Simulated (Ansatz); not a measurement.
# Mo (bcc type): the cost of one run

Computed with Ansatz 0.2.0 (DFT, PBE, all-electron LAPW, scalar-relativistic, unless a step's input says otherwise).

### Step 1. The system as given

The structure is cubic, space group Im-3m (No. 229). The conventional cell has a = 3.060 Å, b = 3.060 Å, c = 3.060 Å, α = 90.00°, β = 90.00°, γ = 90.00°. Mo (site symmetry m-3m) is surrounded by 8 Mo at 2.65 Å.

Coordinates:

```cif
data_structure
_symmetry_space_group_name_H-M 'Im-3m'
_symmetry_Int_Tables_number 229
_cell_length_a 3.0601
_cell_length_b 3.0601
_cell_length_c 3.0601
_cell_angle_alpha 90.000
_cell_angle_beta 90.000
_cell_angle_gamma 90.000
_cell_volume 28.66
loop_
_atom_site_label
_atom_site_type_symbol
_atom_site_symmetry_multiplicity
_atom_site_Wyckoff_symbol
_atom_site_fract_x
_atom_site_fract_y
_atom_site_fract_z
_atom_site_occupancy
Mo1 Mo 2 a 0.00000 0.00000 0.00000 1
```

The file gives the conventional cell by its symmetry; the runs use the cell typed in the input.

### Step 2. Bcc relaxed under pressure, LAPW

File input.yaml:

```yaml
crystal:
  lattice:
    - [-1.5300697959, 1.5300697959, 1.5300697959]
    - [1.5300697959, -1.5300697959, 1.5300697959]
    - [1.5300697959, 1.5300697959, -1.5300697959]
  atoms:
    - { symbol: Mo, position: [0.0, 0.0, 0.0] }
kpoints:
  mp_grid: { grid: [18, 18, 18] }
scf:
  occupations: { method: fermi_dirac, width: 0.05 }
hamiltonian:
  xc: pbe
  pseudopotentials: { kind: all_electron, lapw: { basis_error: 0.0005 } }
output:
  forces: true
  stress: true
  eigenvalues: true
relax:
  f_tol: 0.005
  max_steps: 12
  cell: { p_target: 31.0, stress_tol: 0.03 }
```

Launch:

```sh
$ ansatz run input.yaml --threads 2 --pin off --max-ram 5120MiB --backend cpu --events-out ev --progress --plain --runs-dir out
```

**Question.** How long does this run take on 2 threads of Arm Neoverse V2, shared host, and how much memory does it need?

About 21 s, with a peak of 0.42 GiB.
